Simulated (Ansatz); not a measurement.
# TiN: how the settings move a single-point run

How sensitive is a single-point run of TiN to its settings? A reference run comes first, then one run with altered input.

Program: Ansatz 0.2.0. Level of theory: reference: DFT, LDA, PAW with Ansatz's default frozen-core files, scalar-relativistic; levels and slopes on a fine mesh, independent-particle optical spectra. These are calculated values, not measurements.

### 1 The starting structure

The structure is cubic, space group Fm-3m (No. 225). The conventional cell has a = 4.172 Å, b = 4.172 Å, c = 4.172 Å, α = 90.00°, β = 90.00°, γ = 90.00°. Ti (site symmetry m-3m) has 6 N at 2.09 Å as nearest neighbours. N (site symmetry m-3m) is surrounded by 6 Ti at 2.09 Å.

As a file:

```cif
data_structure
_symmetry_space_group_name_H-M 'P 1'
_symmetry_Int_Tables_number 1
_cell_length_a 2.9500
_cell_length_b 2.9500
_cell_length_c 2.9500
_cell_angle_alpha 60.000
_cell_angle_beta 60.000
_cell_angle_gamma 60.000
_cell_volume 18.15
loop_
_atom_site_label
_atom_site_type_symbol
_atom_site_fract_x
_atom_site_fract_y
_atom_site_fract_z
_atom_site_occupancy
Ti1 Ti 0.00000 0.00000 0.00000 1
N1 N 0.50000 0.50000 0.50000 1
```

### 2 Reference

input.yaml reads:

```yaml
crystal:
  lattice:
    - [0.0, 2.08599332184, 2.08599332184]
    - [2.08599332184, 0.0, 2.08599332184]
    - [2.08599332184, 2.08599332184, 0.0]
  atoms:
    - { symbol: Ti, position: [0.0, 0.0, 0.0] }
    - { symbol: "N", position: [0.5, 0.5, 0.5] }
kpoints:
  mp_grid: { grid: [16, 16, 16] }
scf:
  occupations: { method: fermi_dirac, width: 0.1 }
hamiltonian:
  xc: lda
  pseudopotentials: { kind: paw }
output:
  forces: true
  stress: true
  eigenvalues: true
  eigenstates:
    nscf_kmesh: { grid: [24, 24, 24] }
    de_dk: true
    e_range: [-14, 14]
  optics:
    e_range: [0, 25]
    de: 0.2
    sigma: 0.25
    bands: { spectra_wanted_up_to: 25 }
    nscf_kmesh: { grid: [24, 24, 24] }
    drude_damping: 0.2
checkpoint:
  write: ck
  write_wavefunctions: false
```

Launch:

```console
$ ansatz run input.yaml --threads 1 --pin off --max-ram 3072MiB --backend cpu --events-out ev --progress --plain --runs-dir out
```

### 3 Changing settings: mp_grid.shift [0.5, 0.5, 0.5], n_extra_bands 8, dispersion d3bj

Edit input.yaml of step 2 so:

```diff
@@ -9,5 +9,6 @@
 kpoints:
-  mp_grid: { grid: [16, 16, 16] }
+  mp_grid: { grid: [16, 16, 16], shift: [0.5, 0.5, 0.5] }
 scf:
   occupations: { method: fermi_dirac, width: 0.1 }
+  n_extra_bands: 8
 hamiltonian:
@@ -15,2 +16,3 @@
   pseudopotentials: { kind: paw }
+  dispersion: d3bj
 output:
```

What does the calculation give? Wanted: for each run, ending; energy change; pressure; gap; force.

**Answer**, as computed:

| run | ending | energy change | pressure (GPa) | gap (eV) | force (eV/Å) | cycles | time |
| --- | --- | --- | --- | --- | --- | --- | --- |
| reference | converged | 0 | 0.0 | 0.00 | 0.00 | - | 54 s |
| 1: mp_grid.shift [0.5, 0.5, 0.5], n_extra_bands 8, dispersion d3bj | converged | -492.9 meV/atom (offset of the dispersion model) | -9.1 | 0.00 | 0.00 | 7 | 3 min |

Residual by cycle in the longest SCF loop of each run; runs are numbered as in the table. The quantity is the density residual dr2, in eV.

| cycle | reference | run 1 |
| --- | --- | --- |
| 1 | 0.0254 | 0.0251 |
| 2 | 0.014 | 0.0138 |
| 3 | 2.1e-4 | 2.0e-4 |
| 4 | 1.7e-6 | 1.7e-6 |
| 5 | 4.7e-8 | 4.5e-8 |
| 6 | 1.6e-10 | 1.4e-10 |
| 7 | 4.7e-13 | 6.0e-13 |

Changing the k-point mesh, band count and dispersion term moves the energy by -492.9 meV/atom, and the pressure goes from 0.0 to -9.1 GPa. The reference has no spin polarisation; with Ti present, a magnetic state may lie lower.
